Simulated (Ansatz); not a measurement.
AlSn in Ansatz: the effect of functional

The system is AlSn.

```xyz
2
Lattice="4.2804 0.0000 0.0000 -2.1402 3.7070 0.0000 0.0000 0.0000 3.3717" Properties=species:S:1:pos:R:3 pbc="T T T"
Sn    0.0000    2.4713    1.6859
Al    0.0000    0.0000    0.0000
```

The cell comes from a database or a generator and needn't be the stable form of this composition.

The cell isn't the ideal one: volume scaled by 1.06.

Alike in all runs:

```yaml
Program: Ansatz 0.2.0
Task: single point
Potentials_or_basis: Ansatz PAW
k_mesh: 7 × 7 × 8
Occupations: fermi-dirac, width 0.05 eV
Spin: no spin polarisation
```

```csv
functional,cutoff,pressure (GPa)
LDA,420 eV (not typed: the program's choice for these potentials),?
PBEsol,420 eV (not typed: the program's choice for these potentials),-4.2
r2SCAN,500 eV (not typed: the program's choice for these potentials),-3.7
```

What does the run with functional LDA give?

Pressure -5.2 GPa.

Caveats: the PAW data sets come from PBE, with cores solved anew for the run's functional, which leaves a small shift of forces and pressure.
